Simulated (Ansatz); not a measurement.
# CH6AsBO: up Jacob's ladder to CCSD(T)

How much do the methods differ for CH6AsBO? The plan is to run it at one geometry with functionals of several rungs and with coupled cluster, and see how far each lands from CCSD(T) at the basis-set limit for the atomisation energy.

Computed with Ansatz 0.2.0, Gaussian basis. Level: functionals in def2-TZVPP, the program's frozen cores in correlated methods.

Plan: LDA (SPW92), PBE-D4, revPBE-D4, BLYP-D4, r2SCAN-D4, B97M-V, PBE0-D4, B3LYP-D4, r2SCANh-D4, r2SCAN0-D4, HSE06-D4, BHLYP-D4, CAM-B3LYP-D4, LC-ωPBE, ωB97X-V, ωB97M-V, B2PLYP, PBE-QIDH; CCSD(T)/def2-SVP; CCSD(T)/def2-TZVPP; MP2/def2-QZVPP; extrapolation to the limit; RPA on PBE.

**1. The relaxed structure**

The geometry comes from an earlier relaxation with PBE0-D4 in a triple-zeta def2 set; it is a stationary point, not always the lowest conformer.

SMILES `B[AsH]CO`, 10 atoms, charge 0, spin multiplicity 1.

Atoms are counted from 1 here; the program's logs count them from 0.

Bond lengths: B1–As2 1.975 Å, B1–H5 1.194 Å, B1–H6 1.193 Å, As2–C3 1.965 Å, As2–H7 1.513 Å, C3–O4 1.408 Å, C3–H8 1.097 Å, C3–H9 1.096 Å, O4–H10 0.962 Å. Angles: As2–B1–H5 118.8°, As2–B1–H6 120.2°, H5–B1–H6 120.4°, B1–As2–C3 101.8°, B1–As2–H7 101.2°, C3–As2–H7 99.3°, As2–C3–O4 110.8°, As2–C3–H8 105.5°, As2–C3–H9 107.5°, O4–C3–H8 112.3°, O4–C3–H9 112.0°, H8–C3–H9 108.4°, C3–O4–H10 108.5°.

**2. LDA**

This LDA is Slater exchange with PW92 correlation.

The input, in.yaml:

```yaml
crystal:
  periodic: [false, false, false]
  atoms:
    - {symbol: B, position_ang: [-1.745122, 0.720727, 0.174644]}
    - {symbol: As, position_ang: [-0.052487, 0.578260, 1.183098]}
    - {symbol: C, position_ang: [0.934366, -0.750539, 0.124524]}
    - {symbol: O, position_ang: [0.993684, -0.366411, -1.229190]}
    - {symbol: H, position_ang: [-2.252247, -0.277390, -0.240938]}
    - {symbol: H, position_ang: [-2.329482, 1.759924, 0.127427]}
    - {symbol: H, position_ang: [0.664786, 1.832304, 0.733070]}
    - {symbol: H, position_ang: [0.397017, -1.696711, 0.266126]}
    - {symbol: H, position_ang: [1.931969, -0.850423, 0.566881]}
    - {symbol: H, position_ang: [1.540615, -1.000941, -1.702642]}
basis:
  gaussian: {orbitals: def2-TZVPP}
hamiltonian: {xc: lda}
output: {orbitals: {seedname: orbitals}}
```

After this run come: PBE-D4 (GGA); revPBE-D4 (GGA); BLYP-D4 (GGA); r2SCAN-D4 (meta-GGA); B97M-V (meta-GGA); PBE0-D4 (hybrid); B3LYP-D4 (hybrid); r2SCANh-D4 (hybrid); r2SCAN0-D4 (hybrid); HSE06-D4 (hybrid); BHLYP-D4 (hybrid); CAM-B3LYP-D4 (range-separated); LC-ωPBE (range-separated); ωB97X-V (range-separated); ωB97M-V (range-separated); B2PLYP (double hybrid); PBE-QIDH (double hybrid); CCSD(T) in def2-SVP; CCSD(T) in def2-TZVPP; MP2 in def2-QZVPP; RPA on PBE orbitals.

**Question.** What will the summary of the whole plan be? Wanted: atomisation energy, CCSD(T)/CBS; farthest beyond LDA; mean size of error, GGA; mean size of error, meta-GGA; mean size of error, hybrid; mean size of error, range-separated; mean size of error, double hybrid; gap, smallest and largest; T1 diagnostic.

The runs gave:

```
                               quantity                                                                                                                                      value
        atomisation energy, CCSD(T)/CBS                                                                                                                                  34.079 eV
    functionals within 0.341 eV (1.0 %)  revPBE-D4, BLYP-D4, r2SCAN-D4, B97M-V, PBE0-D4, B3LYP-D4, r2SCANh-D4, HSE06-D4, CAM-B3LYP-D4, LC-ωPBE, ωB97X-V, ωB97M-V, B2PLYP, PBE-QIDH
                    farthest beyond LDA                                                                                                                       BHLYP-D4 (-0.852 eV)
                mean size of error, GGA                                                                                                                                   0.346 eV
           mean size of error, meta-GGA                                                                                                                                   0.196 eV
             mean size of error, hybrid                                                                                                                                   0.263 eV
    mean size of error, range-separated                                                                                                                                   0.229 eV
      mean size of error, double hybrid                                                                                                                                   0.294 eV
              gap, smallest and largest                                                                                                  3.27 eV (LDA (SPW92)), 10.06 eV (LC-ωPBE)
                          T1 diagnostic                                                                                                                                     0.0131
triples share of the correlation energy                                                                                                                                      3.6 %
```

In words: LDA overbinds by 5.337 eV (16 %). PBE-D4 is off by +0.716 eV. Double hybrids carry the basis error of their MP2 part in triple zeta, and no dispersion term here, so their miss is partly the set-up's. The rungs meta-GGA, range-separated, hybrid, double hybrid miss on average by less than the doubt on the reference (0.341 eV), so they tie. The reference freezes the cores and leaves out relativity and excitations past (T), and its outer-core shells are covered unevenly, so misses under about 0.341 eV can't be ranked. Hartree-Fock recovers 71 % of the binding; the rest is correlation. CCSD(T) in def2-SVP is off by -2.161 eV, worse than the median functional, from the basis alone. Orbital gaps span 3.3 to 10.1 eV; exact exchange widens them. Correlated methods include outer-core shells of As, which these sets cover unevenly.
